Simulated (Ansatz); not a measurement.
# Be4Se3S: the band gap up the ladder of functionals

One table from this session's results is given with a row withheld; the runs are named, their logs left out.

Program: Ansatz 0.2.0. PAW datasets, plane waves. These are computed values for a spin-unpolarised cell that may be hypothetical; none is a measurement.

## The system as given

The cell was relaxed beforehand with r2SCAN.

Space group I-42m (No. 121), tetragonal; a = 5.089 Å, c = 10.172 Å in the conventional setting, 16.46 Å³ an atom. Near S stand 4 Be at 2.13 Å; near Be stand 1 S at 2.13 Å and 3 Se at 2.22–2.24 Å; near Se stand 4 Be at 2.22 Å; near Se stand 4 Be at 2.24 Å.

As a file:

```
S Be Se
1.0
    -2.54447    2.54447    5.08621
     2.54447   -2.54447    5.08621
     2.54447    2.54447   -5.08621
S Be Se
1 4 3
Direct
  0.00000 0.00000 0.00000
  0.63754 0.63754 0.51835
  0.88081 0.36246 0.00000
  0.11919 0.11919 0.48165
  0.36246 0.88081 0.00000
  0.25000 0.75000 0.50000
  0.50000 0.50000 0.00000
  0.75000 0.25000 0.50000
```

Set-up of the first run:

The input, input.yaml:

```yaml
crystal:
  lattice:
    - [-2.5444718123, 2.5444718123, 5.0862146766]
    - [2.5444718123, -2.5444718123, 5.0862146766]
    - [2.5444718123, 2.5444718123, -5.0862146766]
  atoms:
    - { symbol: S, position: [0.0, 0.0, 0.0] }
    - { symbol: Be, position: [0.637543787, 0.637543787, 0.5183511829] }
    - { symbol: Se, position: [0.25, 0.75, 0.5] }
    - { symbol: Be, position: [0.8808073959, 0.362456213, 0.0] }
    - { symbol: Se, position: [0.5, 0.5, 0.0] }
    - { symbol: Be, position: [0.1191926041, 0.1191926041, 0.4816488171] }
    - { symbol: Se, position: [0.75, 0.25, 0.5] }
    - { symbol: Be, position: [0.362456213, 0.8808073959, 0.0] }
kpoints:
  mp_grid: { grid: [8, 8, 8] }
  band_path:
    path:
      - [[0.0, 0.0, 0.0], [1.532022589571e-17, -1.532022589571e-17, 0.5], [0.25, 0.25, 0.25], [-7.488303747995e-18, 0.5, 7.488303747995e-18], [0.0, 0.0, 0.0], [0.5, 0.5, -0.5], [0.3125670852563, 0.6874329147437, -0.3125670852563]]
      - [[-0.3125670852563, 0.3125670852563, 0.3125670852563], [0.0, 0.0, 0.0]]
      - [[1.532022589571e-17, -1.532022589571e-17, 0.5], [-0.1251341705127, 0.1251341705127, 0.5]]
      - [[0.5, 0.5, -0.1251341705127], [0.5, 0.5, -0.5]]
    npoints: 10
hamiltonian:
  xc: pbe
scf:
  occupations: { method: fermi_dirac, width: 0.02 }
  n_extra_bands: 6
output:
  forces: true
  stress: true
  eigenvalues: true
```

Started as:

```console
> ansatz run input.yaml --threads 2 --pin off --max-ram 20275MiB --backend cpu --events-out ev --progress --plain --runs-dir out
```

Steps of the session up to this table: PBE band path; Single point with r2SCAN; HSE06 at the same geometry; PBE+SOC; PBE0.

One table of the session follows, with a row left open; its other results are not shown here.

| level | gap (eV) |
| --- | --- |
| PBE | 2.62 |
| r2SCAN | 3.08 |
| HSE06 | 3.48 |
| PBE+SOC | 2.50 |
| PBE0 | ? |

**Question.** Estimate the row for PBE0.

The run gave: gap (eV): 4.16. In the column «gap (eV)» it is the highest.

Meshes: PBE 8×8×8, r2SCAN 8×8×8, HSE06 4×4×4, PBE+SOC 8×8×8, PBE0 4×4×4

Against HSE06, PBE is short by 0.86 eV, at 75 % of it, and r2SCAN 89 %. PBE0 lies 0.69 eV above HSE06, which differs from it by screening the long-range exchange.

Caveats from the session: Warnings in the runs' records: stress scf threshold loose, stress exchange threshold loose.
